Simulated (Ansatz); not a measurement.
Crystal: Ba2Tl5V3O12.

```
CELL_PARAMETERS angstrom
6.65272 0.04946 0.02017
2.86070 8.36464 0.00384
2.68279 2.46936 9.19569
ATOMIC_POSITIONS crystal
Ba 0.80419 0.04665 0.02264
Ba 0.21205 0.95157 0.34012
V 0.74540 0.70796 0.33582
V 0.25963 0.26599 0.03225
V 0.04074 0.07695 0.66106
Tl 0.25636 0.39847 0.35003
Tl 0.58966 0.34866 0.60553
Tl 0.57327 0.88069 0.66842
Tl 0.74552 0.49664 0.11648
Tl 0.11891 0.64206 0.74303
O 0.28433 0.09717 0.54175
O 0.85350 0.49575 0.34386
O 0.40255 0.20448 0.17282
O 0.88414 0.05377 0.55967
O 0.14017 0.47956 0.98899
O 0.54627 0.73631 0.48712
O 0.90594 0.24279 0.73262
O 0.61543 0.80058 0.18857
O 0.05538 0.16451 0.10164
O 0.08209 0.90404 0.80708
O 0.44178 0.20123 0.89187
O 0.94269 0.80417 0.30862
```

The cell was built by a generator and needn't be a form met in nature.

Base run:

```yaml
Program: Ansatz 0.2.0
Functional: PBEsol
Potentials_or_basis: all-electron LAPW, scalar-relativistic
Cutoff: 492 eV (chosen from the basis error)
Basis_error_allowed: 0.003 eV/atom
k_mesh: 4 × 3 × 2
Occupations: fermi-dirac, width 0.05 eV
Spin: collinear spin, ferromagnetic start
Starting_moments: "[0.0, 0.0, 2.0, 2.0, 2.0, 0.0, 0.0, 0.0, 0.0, 0.0, 0.0, 0.0, 0.0, 0.0, 0.0, 0.0, 0.0, 0.0, 0.0, 0.0, 0.0, 0.0] μB"
```

Its results: band gap on the k mesh 2.86 eV, indirect (least direct gap 2.99 eV); pressure -2.6 GPa; net moment 0.00 μB per cell; largest force 0.383 eV/Å.

Q: The run is repeated on the same cell with these changes: functional from PBEsol to RPBE. What comes out?

A: Band gap on the k mesh 2.99 eV, indirect (least direct gap 3.11 eV); pressure 2.1 GPa; net moment 0.00 μB per cell; largest force 0.234 eV/Å.

RPBE binds less tightly than PBEsol, so the same cell stands under more pressure.

Caveats: spin-orbit coupling is left out, which as a rule narrows the gap of such compounds by several tenths of an eV; the starting moments weren't kept.
